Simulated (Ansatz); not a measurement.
HPbNO4:

```
H Pb N O
1.0
     6.85876    0.00000   -0.01491
     0.00000    4.22865    0.00000
    -3.37519    0.00000    7.28194
H Pb N O
2 2 2 8
Direct
  0.22549 0.75000 0.50730
  0.77451 0.25000 0.49270
  0.30229 0.25000 0.28494
  0.69771 0.75000 0.71506
  0.21484 0.75000 0.83567
  0.78516 0.25000 0.16433
  0.33078 0.75000 0.45338
  0.40909 0.75000 0.86901
  0.15508 0.75000 0.96537
  0.07083 0.75000 0.66955
  0.66922 0.25000 0.54661
  0.59091 0.25000 0.13099
  0.84492 0.25000 0.03463
  0.92917 0.25000 0.33045
```

The cell was built by a generator and needn't be a form met in nature.

```yaml
Program: Ansatz 0.2.0
Task: relaxation of cell and atoms
Functional: BLYP
Potentials_or_basis: Ansatz PAW
Cutoff: "420 eV (not typed: the program's choice for these potentials)"
k_mesh: 3 × 5 × 3
Occupations: fermi-dirac, width 0.05 eV
Spin: no spin polarisation
```

At the start: volume 15.07 Å³/atom.

Problem. How do energy, volume and symmetry change on relaxing?

Solution. It ends after 17 steps and the volume is 15.75 Å³/atom (+4.5 %); space group P2_1/m (No. 11, to 0.05 Å).

The path:
```
step  energy change (eV)  largest force (eV/Å)  volume (Å³)
   1              0.0000                0.3371       210.99
   2             -0.0048                0.1397       217.68
   3             -0.0063                0.0456       217.60
   4             -0.0069                0.0266       217.55
   5             -0.0069                0.0259       217.60
   6             -0.0066                0.0102       217.69
   7             -0.0066                0.0064       217.69
   8             -0.0411                0.0069       217.69
   9             -0.0323                0.0483       219.93
  10             -0.0327                0.0272       219.87
  11             -0.0330                0.0342       219.79
  12             -0.0326                0.0223       219.87
  13             -0.0327                0.0045       219.86
  14             -0.0433                0.0047       219.86
  15             -0.0408                0.0199       220.35
  16             -0.0404                0.0050       220.46
  17             -0.0435                0.0051       220.46
```

Final structure:
```cif
data_structure
_symmetry_space_group_name_H-M 'P 1'
_symmetry_Int_Tables_number 1
_cell_length_a 6.9198
_cell_length_b 4.3179
_cell_length_c 8.1305
_cell_angle_alpha 90.000
_cell_angle_beta 114.838
_cell_angle_gamma 90.000
_cell_volume 220.46
loop_
_atom_site_label
_atom_site_type_symbol
_atom_site_fract_x
_atom_site_fract_y
_atom_site_fract_z
_atom_site_occupancy
H1 H 0.22592 0.75000 0.50258 1
H2 H 0.77408 0.25000 0.49742 1
Pb1 Pb 0.30412 0.25000 0.28532 1
Pb2 Pb 0.69588 0.75000 0.71468 1
N1 N 0.21535 0.75000 0.83746 1
N2 N 0.78465 0.25000 0.16254 1
O1 O 0.33147 0.75000 0.45098 1
O2 O 0.40851 0.75000 0.86974 1
O3 O 0.15641 0.75000 0.96662 1
O4 O 0.07182 0.75000 0.67312 1
O5 O 0.66853 0.25000 0.54902 1
O6 O 0.59149 0.25000 0.13026 1
O7 O 0.84359 0.25000 0.03338 1
O8 O 0.92818 0.25000 0.32688 1
```

Caveat: the plane-wave basis is chosen anew once the cell has moved, so the energies of steps on either side of that aren't comparable; the pressure holds a Pulay correction of +0.7 GPa for the finite cutoff; the PAW data sets come from PBE, with cores solved anew for the run's functional, which leaves a small shift of forces and pressure.
